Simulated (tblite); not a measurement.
# C5H9B2Cl2F: the cost of one run

Computed with tblite 0.8.0 and PySCF 2.14.0, with density-fitted response routines of our own, on a single molecule in the gas phase. Atoms are numbered from 0 throughout.

## Step 1: The molecule as given

19 atoms, charge 0, multiplicity 1; geometry from: force field or distance geometry start.

Bonds of the start (Å): B0–C1 1.61, C1–C2 1.55, C1–C3 1.55, C3–B4 1.61, B4–Cl5 1.85, B4–Cl6 1.86, C3–C7 1.55, C7–C8 1.52, C8–F9 1.39, C8–C1 1.55, B0–H10 1.17, B0–H11 1.19, C2–H12 1.11, C2–H13 1.11, C2–H14 1.12, C3–H15 1.11, C7–H16 1.11, C7–H17 1.11, C8–H18 1.11.

## Step 2: Geometry optimisation with GFN2-xTB

Job settings and geometry (Å):

```
{"job": {"kind": "relax", "xc": "GFN2-xTB", "basis": "xTB"}, "charge": 0, "multiplicity": 1}
B      0.756500     1.985600    -0.186700
C      0.470100     0.415700     0.003500
C      1.513900    -0.436300    -0.765100
C     -1.016400     0.038400    -0.188900
B     -1.390500    -1.044000    -1.320000
Cl    -2.216400    -2.651700    -0.940900
Cl    -1.284200    -0.518800    -3.097000
C     -1.060900    -0.476900     1.267300
C      0.382900    -0.046400     1.483600
F      0.451600     0.988900     2.410000
H      1.621100     2.363000    -0.885700
H      0.052100     2.781200     0.349000
H      1.318500    -1.519000    -0.618600
H      2.536400    -0.210500    -0.411000
H      1.451500    -0.192700    -1.851800
H     -1.679900     0.921400    -0.276500
H     -1.168700    -1.579400     1.371300
H     -1.791100     0.080000     1.889900
H      1.043400    -0.889200     1.759900
```

Started as:

```sh
$ OMP_NUM_THREADS=1 python probes_run.py task.json out
```

The driver reads the jobs from task.json and runs them one after another.

Q: Estimate the wall time of this first job on 1 thread of Arm Neoverse N1, shared host.

About 2.2 s.
